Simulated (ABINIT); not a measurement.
BW2:

```xyz
6
Lattice="-2.7840 2.7840 2.3720 2.7840 -2.7840 2.3720 2.7840 2.7840 -2.3720" Properties=species:S:1:pos:R:3 pbc="T T T"
W     0.9421    1.8419    2.3720
W     1.8419   -0.9421    2.3720
W     1.8419    0.9421    0.0000
W     0.9421    3.7261    0.0000
B     0.0000    0.0000    3.5580
B     0.0000    0.0000    1.1860
```

- Program: ABINIT 10.8.3 (patched build)
- Task: single point
- Functional: PBEsol
- Potentials or basis: PseudoDojo NC SR PBEsol v0.4.1 standard
- Cutoff: 1034 eV
- k mesh: 7 × 7 × 7
- Occupations: fermi-dirac, width 0.05 eV
- Spin: no spin polarisation

On this cell: pressure -3.1 GPa; largest force 0.098 eV/Å; band gap on the k mesh none (metal or under the smearing width).

The same run follows on a disturbed copy (atoms moved at random, drawn with an rms of 0.05 Å):

```
CELL_PARAMETERS angstrom
-2.78400 2.78400 2.37200
2.78400 -2.78400 2.37200
2.78400 2.78400 -2.37200
ATOMIC_POSITIONS crystal
W 0.83219 0.65235 0.49690
W 0.32833 0.83690 0.17120
W 0.17000 0.33254 0.49698
W 0.67920 0.17815 0.83718
B 0.74743 0.74490 0.99381
B 0.26054 0.25156 0.99761
```

Problem. What changes?

Solution. The energy (extrapolated to zero smearing) moves by +24.5 meV/atom; pressure -2.6 GPa; largest force 1.761 eV/Å; band gap on the k mesh none (metal or under the smearing width).

Forces in eV/Å, atoms in the order of the input:
```
W    1.248 -0.881  0.876
W   -1.281 -0.018  0.513
W   -0.558  0.599 -0.289
W   -0.038  0.545 -0.975
B    0.477  0.005 -0.087
B    0.152 -0.250 -0.038
```

Stress tensor (GPa, compression positive):
```
-2.82 -0.43  0.09
-0.43 -2.32  0.94
 0.09  0.94 -2.62
```
